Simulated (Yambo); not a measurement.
# ZrC (Fm-3m) in Yambo: notebook

Runs on ZrC. Level: PBEsol. Tasks: optical spectrum by the Bethe-Salpeter equation, G0W0 quasiparticle levels, optical spectrum.

All numbers are computed with Yambo 5.3.0; they aren't measurements. Logs are shortened: lines on timing, memory, paths and dates and some standing lists are left out, and cuts for length are marked.

**1. Starting point**

The structure is cubic, space group Fm-3m (No. 225). The conventional cell has a = 4.730 Å, b = 4.730 Å, c = 4.730 Å, α = 90.00°, β = 90.00°, γ = 90.00°. Zr (site symmetry m-3m) is surrounded by 6 C at 2.37 Å. C (site symmetry m-3m) is surrounded by 6 Zr at 2.37 Å.

**2. Optical spectrum by the Bethe-Salpeter equation, PBEsol (cell stretched)**

bse2.in

```
optics
bse
bss
rim_cut
em1s
RandQpts= 1000000
RandGvec= 50 RL
Chimod= "HARTREE"
% BndsRnXs
 1 | 33 |
%
NGsBlkXs= 5 Ry
% LongDrXs
 1 | 0 | 0 |
%
BSKmod= "SEX"
BSEmod= "retarded"
BSSmod= "d"
% BSEQptR
 1 | 1 |
%
% BSEBands
 4 | 11 |
%
BSENGexx= 20 Ry
BSENGBlk= 5 Ry
% BEnRange
 0 | 20 | eV
%
% BDmRange
 0.1 | 0.1 | eV
%
BEnSteps= 200
% BLongDir
 1 | 0 | 0 |
%
BSEprop= "abs"
WRbsWF
```

scf.in

```
&CONTROL
  calculation = 'scf'
  prefix = 'pwscf'
  outdir = './tmp'
  pseudo_dir = './pseudo'
/
&SYSTEM
  ibrav = 0
  nat = 2
  ntyp = 2
  ecutwfc = 82
  nbnd = 14
  occupations = 'smearing'
  smearing = 'fd'
  degauss = 0.00367493
  force_symmorphic = .true.
/
&ELECTRONS
  conv_thr = 4d-10
  electron_maxstep = 120
  mixing_beta = 0.5
/
ATOMIC_SPECIES
Zr    91.2240 Zr.upf
C     12.0110 C.upf
CELL_PARAMETERS angstrom
   0.0000000000    2.3961219900    2.3961219900
   2.3961219900    0.0000000000    2.3961219900
   2.3961219900    2.3961219900    0.0000000000
ATOMIC_POSITIONS crystal
Zr     0.5000000000    0.5000000000    0.5000000000
C      0.0000000000    0.0000000000    0.0000000000
K_POINTS automatic
10 10 10 0 0 0
```

nscf.in

```
&CONTROL
  calculation = 'nscf'
  prefix = 'pwscf'
  outdir = './tmp'
  pseudo_dir = './pseudo'
/
&SYSTEM
  ibrav = 0
  nat = 2
  ntyp = 2
  ecutwfc = 82
  nbnd = 158
  occupations = 'smearing'
  smearing = 'fd'
  degauss = 0.00367493
  force_symmorphic = .true.
/
&ELECTRONS
  conv_thr = 1d-08
  diago_full_acc = .true.
  diago_thr_init = 1d-06
/
ATOMIC_SPECIES
Zr    91.2240 Zr.upf
C     12.0110 C.upf
CELL_PARAMETERS angstrom
   0.0000000000    2.3961219900    2.3961219900
   2.3961219900    0.0000000000    2.3961219900
   2.3961219900    2.3961219900    0.0000000000
ATOMIC_POSITIONS crystal
Zr     0.5000000000    0.5000000000    0.5000000000
C      0.0000000000    0.0000000000    0.0000000000
K_POINTS automatic
4 4 4 0 0 0
```

Potentials or basis: PseudoDojo 0.4.1 SR PBEsol standard.

Started as:

```
OMP_NUM_THREADS=1 pw.x -in scf.in > scf.out
OMP_NUM_THREADS=1 pw.x -in nscf.in > nscf.out
cd tmp/pwscf.save; p2y; mv SAVE ../..; cd ../..
OMP_NUM_THREADS=1 yambo
mkdir -p bse2; ln -s $PWD/g0w00/ndb.RIM bse2/
OMP_NUM_THREADS=1 yambo -F bse2.in -J bse2 -C bse2_out
OMP_NUM_THREADS=1 ypp -J bse2 -C bse2_out -e s -b 1
```

Yambo's report:

```text
[... sections 02.01 to 02.04 as in the set-up run ...]

[... 5 lines left out ...]
  [X] Bosonic    Temperature                        :  0.258606E-1   300.100    [eV K]
  [X] Finite Temperature mode                       : yes
  [X] El. density                                   :  0.58152E+24 [cm-3]
  [X] Fermi Level                                   :  13.73480 [eV]

  [X] === Gaps and Widths ===
  [X] Conduction Band Min                           :  13.73480 [eV]
  [X] Valence Band Max                              :  13.73480 [eV]
  [X] Filled Bands                                  :   5
  [X] Metallic Bands                                :   6   9
  [X] Empty Bands                                   :   10  158

  [X] === Metallic Characters ===
  [X] N of el / N of met el                         :  16.00000   5.25022
  [X] Average metallic occ.                         :  0.328139

  [WARNING] [X] Metallic system

 [03] Transferred momenta grid and indexing
 ==========================================

 [BZ sampling] Q-grid is User defined and/or read from the database

 IBZ Q-points                                      :   8
 BZ  Q-points                                      :   64

 K/Q-points units:
 rlu = crystal or reduced units; cc = cartesian coordinates; iku = interal k-units

 Q [1]          [rlu]:  0.000000  0.000000  0.000000
 Q [2]          [rlu]:  0.12252E-17  0.12252E-17  0.25000
 Q [3]          [rlu]: -0.24504E-17 -0.24504E-17 -0.50000
 Q [4]          [rlu]: -0.58551E-17  0.25000      0.25000
 Q [5]          [rlu]: -0.74288E-16  0.25000      0.50000
 Q [6]          [rlu]: -0.24504E-17  0.25000     -0.25000
 Q [7]          [rlu]:  0.11710E-16 -0.50000     -0.50000
 Q [8]          [rlu]:  0.250000 -0.500000 -0.250000

  [03.01] X + BSE indexes
  =======================

   [03.01.01] Sigma indexes
   ========================

   [WR./SAVE//ndb.kindx]-----------------------------------------------------------
    Fragmentation                                    : no
    Polarization last K ( bz)                        :   64
    Polarization last K (ibz)                        :   8
    QP states                                        :   1   8
    X grid is uniform                                : yes
    Grids (string)                                   :  X B S
    Grids (int-vector)                               :  1  1  0  1

 [04] Coloumb potential Random Integration (RIM)
 ===============================================

 Summary of Coulomb integrals for non-metallic bands |Q|[au] RIM/Bare

 Q [1] 0.100000E-4 0.995988 * Q [2] 0.300430 1.066458
[... 118 lines left out ...]

    [07.01.05.02] Main kernel loop
    ==============================

    [WR./bse2//ndb.BS_Q1_CPU_0]-----------------------------------------------------
     Brillouin Zone Q/K grids (IBZ/BZ)                :    8   64    8   64
     RL vectors                                       :  2891 [WF]
     Coulomb cutoff potential                         : none
     Parallel CPUs
     Parallel Roles
     Fragmentation                                    : no
     BS kernel          wavefunctions                 : Perdew, Burke & Ernzerhof SOL(X)+Perdew, Burke & Ernzerhof SOL(C)
     Static diel. fun.  energies                      : Perdew, Burke & Ernzerhof SOL(X)+Perdew, Burke & Ernzerhof SOL(C)
     wavefunctions                                    : Perdew, Burke & Ernzerhof SOL(X)+Perdew, Burke & Ernzerhof SOL(C)
     [K] Identifier                                   :   8166
     [K] Dimension                                    :  1002
     [K] Bands                                        :   4  11
     [K] Exchange                                     : yes [res]
     [K] Correlation                                  : yes [res]
     [K] Kernel`s coupling                            : no
     [K] Exchange                                     : no [cpl]
     [K] Correlation                                  : no [cpl]
     [K] W interaction is bare                        : no
     [K] ALDA kernel in R-space                       : no
     [K] RL vectors                                   :  307 [exchange]
     [K] RL vectors                                   :   51 [correlation]
     [K] E/h energy range                             : -1.000000 -1.000000 [eV]
     [K] Coupling range                               :  100.0000  100.0000 [o/o]
     [W] Interaction is diagonal                      : no
     [W] Matrix size                                  :   51
     [W] Bands                                        :    1   33
     [W] e/h energy range                             : -1.000000 -1.000000 [eV]
     [W] Poles                                        :  100.0000 [o/o]
     [W] RL vectors in the sum                        :  2891
     [W] [r,Vnl] included                             : yes
     [W] Field direction                              :  0.100000E-4   0.00000      0.00000
     [W] Coulomb Cutoff                               : none
     [W] Hxc Kernel                                   : HARTREE
     [RIM] RL components                              :   51 [col]
     [RIM] Random points                              :  1000000 [col]
     [SOC] Perturbative SOC                           : no
     [K] Kernel long-range exchange                   : BAR

    [07.01.05.03] Wave-Function Phases
    ==================================

    [BSE] WF phases found       :  50.06510 [o/o]

   [07.01.06] BSE solver(s) @q1
   ============================

   [07.01.07] Diago Solver @q1
   ===========================

   [WR./bse2//ndb.BS_diago_Q1]-----------------------------------------------------
    BS kernel          energies                      : Perdew, Burke & Ernzerhof SOL(X)+Perdew, Burke & Ernzerhof SOL(C)
    [K] Identifier                                   :   8166
    [K] Dimension                                    :  1002
    [K] Bands                                        :   4  11
    [K] Exchange                                     : yes [res]
    [K] Correlation                                  : yes [res]
    [K] Kernel`s coupling                            : no
    [K] Exchange                                     : no [cpl]
    [K] Correlation                                  : no [cpl]
    [K] W interaction is bare                        : no
    [K] ALDA kernel in R-space                       : no
    [K] RL vectors                                   :  307 [exchange]
    [K] RL vectors                                   :   51 [correlation]
    [K] E/h energy range                             : -1.000000 -1.000000 [eV]
    [K] Coupling range                               :  100.0000  100.0000 [o/o]
    [W] Interaction is diagonal                      : no
    [W] Matrix size                                  :   51
    [W] Bands                                        :    1   33
    [W] e/h energy range                             : -1.000000 -1.000000 [eV]
    [W] Poles                                        :  100.0000 [o/o]
    [W] RL vectors in the sum                        :  2891
    [W] [r,Vnl] included                             : yes
    [W] Field direction                              :  0.100000E-4   0.00000      0.00000
    [W] Coulomb Cutoff                               : none
    [W] Hxc Kernel                                   : HARTREE
    [RIM] RL components                              :   51 [col]
    [RIM] Random points                              :  1000000 [col]
    [SOC] Perturbative SOC                           : no
    [K] Kernel long-range exchange                   : BAR
    [BSS] Eigenstates included                       : yes
    [BSS] Field direction                            :  0.100000E-4   0.00000      0.00000
    [BSS] Eigenstates computed                       :  1002
    [BSS] Number of BSE matrices                     :  1
```

o-bse2.eps_q1_diago_bse:

```text
# Absorption @ Q(1):   1.00000000      0.00000000      0.00000000    [q->0 direction]
#
[... 52 lines left out ...]
#
        0.000000           0.000000           16.59697           0.000000           15.65979
        0.100503           1.174192           16.55625           1.157674           15.61331
        0.201005           2.305616           14.94658           2.274049           13.98967
        0.301508           1.106498           14.13900           1.062253           13.14869
        0.402010           0.601345           14.54162           0.538686           13.49986
        0.502513           0.496963           14.99342           0.409870           13.87942
[... 192 lines left out ...]
        19.89950           0.006004           0.611171           0.006353           0.591225
        20.00000           0.005915           0.617159           0.006264           0.597563
#
```

It took 75 s on 1 thread of Arm Neoverse V1, shared host; peak memory 0.27 GiB.

What came out:

```
Band gap on the k mesh, mean-field level : none (metal or under the smearing width)
```

Dielectric function (along the field direction of the input):
```tsv
energy (eV)	real part	imaginary part
0.30	14.14	1.11
0.80	16.70	0.79
1.31	26.46	7.20
1.81	4.34	3.84
2.31	14.59	1.96
2.81	33.44	12.24
3.32	6.39	12.83
3.82	-5.27	16.26
4.32	-12.72	5.58
4.82	-0.28	4.67
5.33	-6.47	7.44
5.83	-3.05	1.46
6.33	-2.60	3.35
6.83	-1.12	6.36
7.34	-6.20	5.31
7.84	-3.02	1.43
8.34	-2.65	0.60
8.84	-2.01	0.18
9.35	-1.32	0.11
9.85	-0.91	0.19
10.35	-0.35	0.19
10.85	-0.81	0.22
11.36	-0.31	0.07
11.86	0.06	0.11
12.36	0.12	0.61
12.86	0.28	0.22
13.37	-0.40	0.39
13.87	0.09	0.24
14.37	-0.43	0.25
14.87	-0.03	0.04
15.38	0.13	0.02
15.88	0.23	0.02
16.38	0.30	0.01
16.88	0.37	0.01
17.39	0.42	0.01
17.89	0.47	0.01
18.39	0.51	0.01
18.89	0.55	0.01
19.40	0.58	0.01
20.00	0.62	0.01
```

Caveat: the k mesh is coarse (spacing up to 0.57 Å⁻¹), so the values aren't converged; the intraband (Drude) term of the metal is left out; the ground state has no gap, which makes the many-body step unreliable; the transitions start from uncorrected Kohn-Sham levels, so peaks lie too low; exciton energies and binding change strongly with the k mesh and aren't converged on this one; spectra need much finer meshes, so this one isn't converged.

(Continued in part 2 of 3.)
